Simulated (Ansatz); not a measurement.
# EuCd: the cost of one run

Computed with Ansatz 0.2.0 (DFT, LDA, PAW with Ansatz's default frozen-core files, scalar-relativistic, unless a step's input says otherwise).

## (1) The structure to begin with

Symmetry: Pm-3m, No. 221, cubic system. Conventional cell: a = 3.917 Å, b = 3.917 Å, c = 3.917 Å, α = 90.00°, β = 90.00°, γ = 90.00°. Around Eu (site symmetry m-3m) lie 8 Cd at 3.39 Å. Cd (site symmetry m-3m) has 8 Eu at 3.39 Å as nearest neighbours.

Structure file:

```
CELL_PARAMETERS angstrom
3.91685 0.00000 0.00000
0.00000 3.91685 0.00000
0.00000 0.00000 3.91685
ATOMIC_POSITIONS crystal
Eu 0.50000 0.50000 0.50000
Cd 0.00000 0.00000 0.00000
```

Atoms are numbered in the order of the input: Eu1, Cd2.

## (2) Free moments from the typed start, PAW

File input.yaml:

```yaml
crystal:
  lattice:
    - [3.91685441, 0.0, 0.0]
    - [0.0, 3.91685441, 0.0]
    - [0.0, 0.0, 3.91685441]
  atoms:
    - { symbol: Eu, position: [0.5, 0.5, 0.5], spin: 7.0 }
    - { symbol: Cd, position: [0.0, 0.0, 0.0] }
magnetization:
  spin_polarized: true
kpoints:
  mp_grid: { grid: [8, 8, 8] }
scf:
  occupations: { method: fermi_dirac, width: 0.03 }
hamiltonian:
  xc: lda
  pseudopotentials: { kind: paw }
output:
  forces: true
  stress: true
  eigenvalues: true
```

On the command line:

```sh
ansatz run input.yaml --threads 2 --pin off --max-ram 5120MiB --backend cpu --events-out ev --progress --plain --runs-dir out
```

Q: Estimate wall time and peak memory on 2 threads of Arm Neoverse V1, shared host.

About 5.7 s, with a peak of 0.42 GiB.
